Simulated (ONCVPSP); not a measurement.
# Co: the cost of one run

Method: ONCVPSP 4.0.1.1 (patched build), PBEsol, scalar-relativistic.

## (1) The design

The settings as typed:

```
element                 : cobalt (Co, Z = 27)
type                    : optimised norm-conserving Vanderbilt (ONCV)
frozen core             : [Ne]
valence charge          : 17
reference configuration : 3s2 3p6 3d7 4s2
partial waves           : 3s+4s: rc 1.35 bohr, ncon 4, nbas 8, qcut 8.3 1/bohr, 2 projectors; 3p: rc 0.80 bohr, ncon 4, nbas 7, qcut 9.3 1/bohr, 2 projectors, debl 1.1 Ha; 3d: rc 0.95 bohr, ncon 4, nbas 9, qcut 16.4 1/bohr, 3 projectors, debl 1.1 Ha
local potential         : polynomial inside 0.55 bohr (lpopt 5, dvloc0 0 Ha)
core correction         : Teter function, fcfact 2.5, rcfact 1.1
```

The outer shells as boxes (Hund's rule for the drawing; the calculation is spin-unpolarised):

```
[Ne] core
3s [↑↓]
3p [↑↓][↑↓][↑↓]
3d [↑↓][↑↓][↑ ][↑ ][↑ ]
4s [↑↓]
```

An earlier all-electron run gives the scale for the radii.

All-electron outer shells of the reference configuration (PBEsol, scalar-relativistic, ld1.x):

```
shell  level (eV)  outermost node (bohr)  outermost maximum (bohr)
   2p     -769.45                      –                      0.17
   3s     -102.14                   0.31                      0.66
   3p      -65.51                   0.28                      0.68
   3d       -8.23                      –                      0.66
   4s       -5.49                   0.96                      2.32
   4p       -1.25                   1.05                      3.21
```

## (2) The generation run

File Co.dat:

```
# ATOM AND REFERENCE CONFIGURATION
# atsym  z   nc   nv     iexc    psfile
  Co 27.00    3    4  -116133      upf
#
#   n    l    f
    1    0    2.00
    2    0    2.00
    2    1    6.00
    3    0    2.00
    3    1    6.00
    3    2    7.00
    4    0    2.00
#
# PSEUDOPOTENTIAL AND OPTIMIZATION
# lmax
    2
#
#   l,   rc,      ep,       ncon, nbas, qcut
    0    1.35    0.00    4    8    8.30
    1    0.80    0.00    4    7    9.30
    2    0.95    0.00    4    9   16.40
#
# LOCAL POTENTIAL
# lloc, lpopt,  rc(5),   dvloc0
    4    5    0.55    0.00
#
# VANDERBILT-KLEINMAN-BYLANDER PROJECTORs
# l, nproj, debl
    0    2    1.80
    1    2    1.10
    2    3    1.10
#
# MODEL CORE CHARGE
# icmod, fcfact, rcfact
    3    2.50    1.10
#
# LOG DERIVATIVE ANALYSIS
# epsh1, epsh2, depsh
   -5.00    5.00    0.04
#
# OUTPUT GRID
# rlmax, drl
    6.00    0.01
#
# TEST CONFIGURATIONS
# ncnf
    4
# nvcnf
#   n    l    f
    4
    3    0    2.00
    3    1    6.00
    3    2    7.00
    4    0    1.00
#
    4
    3    0    2.00
    3    1    6.00
    3    2    7.00
    4    0    0.00
#
    4
    3    0    2.00
    3    1    6.00
    3    2    6.00
    4    0    0.00
#
    4
    3    0    2.00
    3    1    6.00
    3    2    8.00
    4    0    1.00
#
```

The run is started by

```bash
oncvpsp.x < Co.dat > Co.out
```

**Question.** How long does this run take on 1 thread of Neoverse-N1, shared host?

About 8 s.
